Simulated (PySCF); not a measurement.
# ZrHCl: triplet, from a linear start

Where does triplet ZrHCl go from a linear start, is the end point a minimum, and what are its modes, charges and moments?

Computed with PySCF 2.14.0. Level: PBE0, basis Zr def2-TZVP with ECP28, H def2-TZVP, Cl def2-TZVP, scalar-relativistic core potentials, no spin–orbit coupling, density fitting.

### Step 1. The starting structure

3 atoms, charge 0, spin multiplicity 3.

Bond lengths: Zr1–H2 1.860 Å, Zr1–Cl3 2.530 Å. Angles: H2–Zr1–Cl3 180.0°.

```xyz
3
charge 0 multiplicity 3
Zr    0.0000    0.0000    0.0000
H     0.0000    0.0000   -1.8600
Cl    0.0000    0.0000    2.5300
```

### Step 2. First SCF at the start

One driver script runs all steps and calls PySCF; scf.py shows how it sets up the SCF of each step. The optimiser is the driver's own. After this first run the driver tries any further starts and a stability analysis.

The input, scf.py:

```python
from pyscf import gto, scf, dft
mol = gto.M(atom='''
Zr     0.000000     0.000000     0.000000
H      0.000000     0.000000    -1.860000
Cl     0.000000     0.000000     2.530000''',
    basis={'Zr': 'def2-TZVP', 'H': 'def2-TZVP', 'Cl': 'def2-TZVP'},
    ecp={'Zr': 'def2-TZVP'},
    charge=0, spin=2)
mf = dft.UKS(mol, xc='PBE0')
mf.grids.atom_grid = (50, 194)
aux = {'Zr': 'def2-universal-JKFIT', 'H': 'def2-universal-JKFIT', 'Cl': 'def2-universal-JKFIT'}
mf = mf.density_fit(auxbasis=aux)
mf.conv_tol = 1e-08
mf.diis_space = 10
mf.max_cycle = 60
mf.init_guess = 'minao'
mf.verbose = 4
mf.kernel()
```

On the command line:

```bash
OMP_NUM_THREADS=2 python axn.py task.json out
```

What it wrote:

```text
init E= -502.120457849026
[... the frontier-level lines of each cycle are left out ...]
cycle= 1 E= -507.225757794329  delta_E= -5.11  |g|= 0.828  |ddm|= 3.07
cycle= 2 E= -506.681376293716  delta_E= 0.544  |g|= 0.993  |ddm|= 3.23
cycle= 3 E= -507.598242322415  delta_E= -0.917  |g|= 0.227  |ddm|= 3.01
cycle= 4 E= -507.632978721022  delta_E= -0.0347  |g|= 0.0846  |ddm|= 0.234
cycle= 5 E= -507.63652935822  delta_E= -0.00355  |g|= 0.0131  |ddm|= 0.0954
cycle= 6 E= -507.636755655206  delta_E= -0.000226  |g|= 0.00739  |ddm|= 0.0388
cycle= 7 E= -507.636949961078  delta_E= -0.000194  |g|= 0.00559  |ddm|= 0.0304
cycle= 8 E= -507.63683448725  delta_E= 0.000115  |g|= 0.0052  |ddm|= 0.0186
cycle= 9 E= -507.636472203276  delta_E= 0.000362  |g|= 0.00259  |ddm|= 0.0997
cycle= 10 E= -507.636449920236  delta_E= 2.23e-05  |g|= 0.000979  |ddm|= 0.0326
cycle= 11 E= -507.636450559489  delta_E= -6.39e-07  |g|= 0.000171  |ddm|= 0.00382
cycle= 12 E= -507.636450550072  delta_E= 9.42e-09  |g|= 0.000108  |ddm|= 0.00117
cycle= 13 E= -507.636450556222  delta_E= -6.15e-09  |g|= 1.68e-05  |ddm|= 0.000328
Extra cycle  E= -507.636450557458  delta_E= -1.24e-09  |g|= 1.44e-05  |ddm|= 9.61e-05
converged SCF energy = -507.636450557458  <S^2> = 2.0037036  2S+1 = 3.002468
```

This step, with its further starts and checks, took 9.9 s on 2 threads of Arm Neoverse V2, shared host.

Energies from each starting density:

```csv
start,energy (Eh)
the minimal-basis guess,-507.636451
a thermally smeared density,-507.661128
a smeared PBE density,-507.661117
```

The first run landed in a state that is too high. Following the other starts and the instabilities gains 64.8 kJ/mol (-507.66113 Eh), and the work goes on from there.

### Step 3. Linear start, triplet: relaxation

The program finds C∞v symmetry in the start, which this walk keeps. The walk stops when the largest gradient is under 0.0003 Eh/bohr and the energy has settled too.

scf.py: that of step 2 with these lines changed.

```diff
@@ -3,3 +3,3 @@
-Zr     0.000000     0.000000     0.000000
-H      0.000000     0.000000    -1.860000
-Cl     0.000000     0.000000     2.530000''',
+Zr     0.000000     0.000000    -0.687923
+H      0.000000     0.000000    -2.547923
+Cl     0.000000     0.000000     1.842077''',
@@ -16 +15,0 @@
-mf.init_guess = 'minao'
```

Energy and gradient, step by step:

```csv
step,energy (Eh),change (kJ/mol),largest symmetric gradient (Eh/bohr)
0,-507.661128,0.00,0.03643
1,-507.664532,-8.94,0.02182
2,-507.665714,-12.04,0.00681
3,-507.665881,-12.48,0.00233
4,-507.665902,-12.54,0.00123
5,-507.665910,-12.56,0.00004
```

The walk took 8.7 s.

Geometry (Å) and forces (eV/Å) at some steps:

```
step 0
Zr   0.000   0.000  -0.688   0.000   0.000   1.873
H    0.000   0.000  -2.548   0.000   0.000  -0.532
Cl   0.000   0.000   1.842   0.000   0.000  -1.341
step 1
Zr   0.000   0.000  -0.654   0.000   0.000   1.122
H    0.000   0.000  -2.536   0.000   0.000  -0.392
Cl   0.000   0.000   1.797   0.000   0.000  -0.730
step 3
Zr   0.000   0.000  -0.618   0.000   0.000   0.119
H    0.000   0.000  -2.538   0.000   0.000  -0.120
Cl   0.000   0.000   1.762   0.000   0.000   0.001
step 5
Zr   0.000   0.000  -0.613   0.000   0.000   0.002
H    0.000   0.000  -2.546   0.000   0.000  -0.002
Cl   0.000   0.000   1.766   0.000   0.000   0.000
```

After 5 steps and 12.6 kJ/mol it ends at C∞v: Zr–Cl 2.379 Å, Zr–H 1.933 Å; Cl–Zr–H 180.0°.

### Step 4. Vibrations and properties at this point

On the finer grid the gradient is checked again; gradients at displacements of ±0.02 bohr then give force constants and infrared intensities.

scf.py: that of step 3 with these lines changed.

```diff
@@ -3,3 +3,3 @@
-Zr     0.000000     0.000000    -0.687923
-H      0.000000     0.000000    -2.547923
-Cl     0.000000     0.000000     1.842077''',
+Zr     0.000000     0.000000    -0.645431
+H      0.000000    -0.000000    -2.578224
+Cl    -0.000000     0.000000     1.733765''',
@@ -10 +10 @@
-mf.grids.atom_grid = (50, 194)
+mf.grids.atom_grid = (75, 302)
@@ -13 +13 @@
-mf.conv_tol = 1e-08
+mf.conv_tol = 1e-10
```

The driver hands on the density of the step before, so the log starts near convergence.

SCF at the final geometry:

```text
init E= -507.665932127588
[... the frontier-level lines of each cycle are left out ...]
cycle= 1 E= -507.665932127588  delta_E= -4.55e-13  |g|= 8.01e-07  |ddm|= 1.28e-06
Extra cycle  E= -507.665932127587  delta_E= 9.09e-13  |g|= 1.12e-06  |ddm|= 1.86e-06
converged SCF energy = -507.665932127587  <S^2> = 2.0046508  2S+1 = 3.0030989
```

The whole step took 28 s.

Geometry: C∞v; Zr–Cl 2.379 Å, Zr–H 1.933 Å; Cl–Zr–H 180.0°.

Harmonic modes (main isotopes):

```tsv
symmetry	ω (cm⁻¹)	IR (km/mol)
π	360i	266
σ+	367	84.9
σ+	1549	487
```

2 modes are imaginary, the largest at 360i cm⁻¹: a saddle point, not a minimum.

Constants and moments:

```
Dipole moment                                                   : 0.29 D
Highest occupied level                                          : -5.86 eV
Lowest empty level                                              : -2.96 eV
Rotational constants                                            : 0.1129 cm⁻¹
Zero-point energy (real modes)                                  : 11.5 kJ/mol
Principal polarisabilities                                      : 72.5, 77.1, 77.1 bohr³
Atomisation energy without zero-point energy                    : 749 kJ/mol
Principal traceless quadrupole moments about the centre of mass : -14.02, 7.01, 7.01 D Å
Spin squared ⟨S²⟩                                               : 2.005
```

Charges (e) and bond orders:

```csv
atom,Mulliken,Löwdin,polar tensor,spin (Mulliken),Mayer order to Zr1
Zr1,0.63,0.21,1.14,2.08,–
H2,-0.20,-0.21,-0.47,-0.04,0.92
Cl3,-0.43,0.00,-0.67,-0.05,1.03
```

Mulliken populations on Zr1 (outside its core potential): s 2.89, p 6.33, d 2.13, f 0.03.

### Step 5. Leaving the saddle point

The start is the last point, displaced along its most imaginary mode.

The program finds Cs symmetry in the start, which this walk keeps.

scf.py: that of step 4 with these lines changed.

```diff
@@ -3,3 +3,3 @@
-Zr     0.000000     0.000000    -0.645431
-H      0.000000    -0.000000    -2.578224
-Cl    -0.000000     0.000000     1.733765''',
+Zr    -0.002204    -0.001042    -0.645447
+H      0.108481     0.051301    -2.578241
+Cl     0.002540     0.001201     1.733748''',
@@ -10 +10 @@
-mf.grids.atom_grid = (75, 302)
+mf.grids.atom_grid = (50, 194)
@@ -13 +13 @@
-mf.conv_tol = 1e-10
+mf.conv_tol = 1e-08
```

The optimiser's trace:

```csv
step,energy (Eh),change (kJ/mol),largest symmetric gradient (Eh/bohr)
0,-507.666039,0.00,0.00175
1,-507.666130,-0.24,0.00229
2,-507.666279,-0.63,0.00294
3,-507.666521,-1.26,0.00370
4,-507.666900,-2.26,0.00451
5,-507.667460,-3.73,0.00523
6,-507.668221,-5.73,0.00567
7,-507.669145,-8.15,0.00566
8,-507.670087,-10.63,0.00620
9,-507.672746,-17.61,0.01502
10,-507.674019,-20.95,0.00907
11,-507.674916,-23.30,0.00536
12,-507.675358,-24.47,0.00312
13,-507.675384,-24.53,0.00123
14,-507.675388,-24.54,0.00021
15,-507.675388,-24.55,0.00001
```

The walk took 30 s.

End point (Cs, 15 steps, 24.5 kJ/mol gained): Zr–Cl 2.345 Å, Zr–H 1.872 Å; Cl–Zr–H 129.6°.

### Step 6. Vibrations and properties at this point

As before: finer grid, then central differences.

scf.py: that of step 5 with these lines changed.

```diff
@@ -3,3 +3,3 @@
-Zr    -0.002204    -0.001042    -0.645447
-H      0.108481     0.051301    -2.578241
-Cl     0.002540     0.001201     1.733748''',
+Zr    -0.208493    -0.098596    -0.599483
+H      0.649536     0.307165    -2.212688
+Cl     0.516410     0.244209     1.604621''',
@@ -10 +10 @@
-mf.grids.atom_grid = (50, 194)
+mf.grids.atom_grid = (75, 302)
@@ -13 +13 @@
-mf.conv_tol = 1e-08
+mf.conv_tol = 1e-10
```

Log of the central SCF (cycles and frontier levels):

```text
init E= -507.675464606609
[... the frontier-level lines of each cycle are left out ...]
cycle= 1 E= -507.675464606631  delta_E= -2.11e-11  |g|= 1.85e-06  |ddm|= 9.49e-06
Extra cycle  E= -507.675464606636  delta_E= -5.46e-12  |g|= 2.49e-06  |ddm|= 7.9e-06
converged SCF energy = -507.675464606636  <S^2> = 2.004969  2S+1 = 3.0033109
```

The whole step took 42 s on 2 threads of Arm Neoverse V2, shared host.

Geometry: Cs; Zr–Cl 2.345 Å, Zr–H 1.872 Å; Cl–Zr–H 129.5°.

Modes, for the most abundant isotopes:

```csv
symmetry,ω (cm⁻¹),IR (km/mol),μ (u)
a',353,0.8,1.69
a',407,112,2.60
a',1626,402,1.02
```

No imaginary mode, so this is a minimum.

Constants and moments:

```yaml
Dipole_moment: 2.32 D
Highest_occupied_level: -5.35 eV
Lowest_empty_level: -2.55 eV
Rotational_constants: 8.295, 0.1187, 0.1171 cm⁻¹
Zero-point_energy: 14.3 kJ/mol
Principal_polarisabilities: 70.0, 80.9, 87.3 bohr³
Atomisation_energy_without_zero-point_energy: 774 kJ/mol
Principal_traceless_quadrupole_moments_about_the_centre_of_mass: -7.79, 2.73, 5.06 D Å
Entropy_at_298.15_K_and_1_bar_electronic_part_spin_only: 279.8 J/(mol K)
Heat_capacity_Cp_at_298.15_K: 46.1 J/(mol K)
Enthalpy_at_298.15_K_above_0_K: 11.66 kJ/mol
Rotational_symmetry_number: 1
Spin_squared_⟨S²⟩: 2.005
```

Charges (e) and bond orders:

| atom | Mulliken | Löwdin | polar tensor | spin (Mulliken) | Mayer order to Zr1 |
| --- | --- | --- | --- | --- | --- |
| Zr1 | 0.60 | 0.13 | 0.91 | 2.07 | – |
| H2 | -0.19 | -0.16 | -0.35 | -0.04 | 0.95 |
| Cl3 | -0.41 | 0.03 | -0.56 | -0.03 | 1.07 |

Outer orbital energies (eV). α occupied: -35.51, -22.10, -10.26, -9.46, -9.38, -8.02, -5.73, -5.35; empty: -2.55, -2.28, -1.87, -1.02. β occupied: -34.82, -34.53, -34.30, -22.12, -10.19, -9.38, -9.36, -7.93; empty: -2.15, -1.71, -1.57, -1.34.

Mulliken populations on Zr1 (outside its core potential): s 2.81, p 6.28, d 2.28, f 0.03.

### Step 7. All stationary points

| spin | group | bonds | imaginary modes (cm⁻¹) | ΔE (kJ/mol) | with zero-point energy |
| --- | --- | --- | --- | --- | --- |
| triplet | Cs | Zr–Cl 2.345 Å, Zr–H 1.872 Å | none | 0.0 | 0.0 |
| triplet | C∞v | Zr–Cl 2.379 Å, Zr–H 1.933 Å | 360i, 360i | 25.0 | – |

### Step 8. Outcome

| quantity | value |
| --- | --- |
| minimum | triplet, Cs |
| geometry | Zr–Cl 2.345 Å, Zr–H 1.872 Å; Cl–Zr–H 129.5° |
| wavenumbers (cm⁻¹) | 353 (a'), 407 (a'), 1626 (a') |
| dipole moment | 2.32 D |
| highest occupied, lowest empty level (either spin) | -5.35, -2.55 eV |
| polar-tensor charge of Zr1 | +0.91 e |
| zero-point energy | 14.3 kJ/mol |
| entropy at 298.15 K | 279.8 J/(mol K) |
| atomisation energy (no zero-point energy) | 774 kJ/mol |
| ⟨S²⟩ | 2.005 |

**Reading.** From C∞v at the start the molecule goes to a Cs minimum, after a stop at a second-order saddle point 25.0 kJ/mol higher, from which it was pushed off along an imaginary mode. In the infrared the band at 1626 cm⁻¹ (a', stretch) leads. Most of the spin sits on Zr1 (Mulliken spin 2.07, against 2 for the whole molecule). The first SCF alone would have been 65 kJ/mol too high. Only this shape and spin were tried, so other structures or states may lie lower. Open d and f shells are described by one determinant, and the ground state may have another occupation or spin.

The search up to here took 2 min.
